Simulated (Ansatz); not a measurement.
# FH₅SSi₂: small, medium and large basis sets

An exercise on one series of results from a longer session: the logs are not shown, and one member is left open.

Method: one geometry, several basis sets; program: Ansatz 0.2.0, Gaussian basis.

Plan: PBE0-D4/def2-SVP; ωB97M-V/def2-SVP; PBE0-D4/def2-QZVPP; ωB97M-V/def2-QZVPP; the functionals' def2-TZVPP values are taken from earlier runs.

**The relaxed structure**

The geometry comes from an earlier relaxation with PBE0-D4 in a triple-zeta def2 set; it is a stationary point, not always the lowest conformer.

SMILES `F[SiH2][SiH2]S`, 9 atoms, charge 0, spin multiplicity 1.

Atoms are counted from 1 here; the program's logs count them from 0.

Bond lengths: F1–Si2 1.609 Å, Si2–Si3 2.343 Å, Si2–H5 1.487 Å, Si2–H6 1.485 Å, Si3–S4 2.142 Å, Si3–H7 1.486 Å, Si3–H8 1.488 Å, S4–H9 1.344 Å. Angles: F1–Si2–Si3 107.0°, F1–Si2–H5 107.6°, F1–Si2–H6 107.8°, Si3–Si2–H5 113.4°, Si3–Si2–H6 111.1°, H5–Si2–H6 109.6°, Si2–Si3–S4 108.2°, Si2–Si3–H7 110.8°, Si2–Si3–H8 111.4°, S4–Si3–H7 105.5°, S4–Si3–H8 112.2°, H7–Si3–H8 108.7°, Si3–S4–H9 94.3°.

Set-up of the first run:

File in.yaml:

```yaml
crystal:
  periodic: [false, false, false]
  atoms:
    - {symbol: F, position_ang: [-1.222452, 1.451004, -1.017904]}
    - {symbol: Si, position_ang: [0.318073, 1.022591, -0.834759]}
    - {symbol: Si, position_ang: [0.331614, -1.012493, 0.326022]}
    - {symbol: S, position_ang: [-0.900455, -0.799616, 2.065710]}
    - {symbol: H, position_ang: [0.925268, 0.935015, -2.188929]}
    - {symbol: H, position_ang: [0.996332, 2.088128, -0.054034]}
    - {symbol: H, position_ang: [1.692516, -1.316829, 0.839242]}
    - {symbol: H, position_ang: [-0.112850, -2.135925, -0.543019]}
    - {symbol: H, position_ang: [-1.939546, -0.278074, 1.390572]}
basis:
  gaussian: {orbitals: def2-SVP}
hamiltonian: {xc: pbe0, dispersion: d4}
output: {orbitals: {seedname: orbitals}}
```

Run with:

```sh
ansatz run in.yaml --threads 2 --pin off --events-out ev --progress --plain --max-ram 4352MiB
```

Steps of the session up to this table: PBE0-D4 in def2-SVP; ωB97M-V in def2-SVP; PBE0-D4 in def2-QZVPP; ωB97M-V in def2-QZVPP.

One table of the session follows, with a row left open; its other results are not shown here.

```
functional       basis  HOMO (eV)
   PBE0-D4    def2-SVP          ?
   PBE0-D4  def2-TZVPP      -7.43
   PBE0-D4  def2-QZVPP      -7.45
   ωB97M-V    def2-SVP      -9.39
   ωB97M-V  def2-TZVPP      -9.54
   ωB97M-V  def2-QZVPP      -9.56
```

**Question.** Estimate the row for PBE0-D4, def2-SVP.

The run gave: HOMO (eV): -7.32. In the column «HOMO (eV)» it is the highest.
